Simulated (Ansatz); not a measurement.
This script makes an equation of state with a fit of SbRh3, space group Pm-3m with the Python package of Ansatz (0.2.0).

`sbrh3.py`
```python
import warnings

import ansatz as az
import numpy as np

VECTORS = np.array([
    [3.92884849, 0.0, 0.0],
    [0.0, 3.92884849, 0.0],
    [0.0, 0.0, 3.92884849],
])
SITES = [
    ("Sb", (0.0, 0.0, 0.0)),
    ("Rh", (0.5, 0.5, 0.0)),
    ("Rh", (0.5, 0.0, 0.5)),
    ("Rh", (0.0, 0.5, 0.5)),
]


def build(cell):
    crystal = az.Crystal(lattice=az.Lattice.of(cell))
    for symbol, position in SITES:
        crystal = crystal.atom(symbol, position)
    return crystal

warnings.simplefilter("ignore", az.DeckWarning)

volumes, energies, pressures = [], [], []
for scale in np.linspace(0.94, 1.06, 7):
    cell = VECTORS * scale ** (1 / 3)
    setup = (
        build(cell).calculation()
        .basis(530, density_ratio=6)
        .scf(extra_bands=12)
        .functional(az.Functional.LDA)
        .occupations("fermi_dirac", width=0.2)
        .kpoints(6, 6, 6)
        .stress()
    )
    rep = setup.run().report
    volumes.append(abs(np.linalg.det(cell)) / len(SITES))
    energies.append(rep["free_energy_ev"] / len(SITES))
    pressures.append(np.trace(rep["stress_gpa"]) / 3)
    print(f"V = {volumes[-1]:8.4f} A^3/atom  F = {energies[-1]:.5f} eV/atom  P = {pressures[-1]:8.3f} GPa")

x = np.array(volumes) ** (-2 / 3)
poly = np.polynomial.Polynomial.fit(x, energies, 3).convert()
roots = poly.deriv().roots()
x0 = min((r.real for r in roots if abs(r.imag) < 1e-9 and poly.deriv(2)(r.real) > 0), key=lambda r: abs(r - x.mean()))
v0 = x0 ** -1.5
b0 = 4 / 9 * poly.deriv(2)(x0) * v0 ** (-7 / 3) * 160.21766
b1 = 4 + 2 / 3 * x0 * poly.deriv(3)(x0) / poly.deriv(2)(x0)
print(f"V0 = {v0:.4f} A^3/atom, B0 = {b0:.1f} GPa, dB/dP = {b1:.2f}")
```

From its runs, with one value withheld:

| V (Å³/atom) | F less the lowest row shown (meV/atom) |
| --- | --- |
| 14.252 | 7.59 |
| 14.555 | 0.00 |
| 14.858 | 2.41 |
| 15.161 | ? |
| 15.465 | 32.51 |
| 15.768 | 58.18 |
| 16.071 | 89.78 |

What is the missing energy at 15.161 Å³ an atom?

A third-order Birch-Murnaghan fit, E = E0 + (9 V0 B0 / 16) [(t - 1)³ B' + (t - 1)² (6 - 4t)] with t = (V0/V)^(2/3), through the 6 rows shown gives V0 = 14.628 Å³, B0 = 246.7 GPa, B' = 5.25 and E0 = -0.29 meV. At V = 15.161 Å³, t = 0.97641, and the fit interpolates to 13.60 meV. The run gave 13.59 meV, a miss of 0.01 meV.

What to keep in mind:
- The settings weren't tested for convergence.
- The mesh is modest for a metal, so energies can be off by several to tens of meV an atom and pressures by half a GPa or more; differences at equal mesh fare better.
- Pressure is positive in compression.
- At these settings the cell as given stands under about -8 GPa, so it isn't at this functional's equilibrium volume.
- This cell is a computed structure, which may not be the phase found in nature.
- Finished in 26 s on 1 thread of Arm Neoverse V1, on a shared host, peak memory 0.46 GiB.
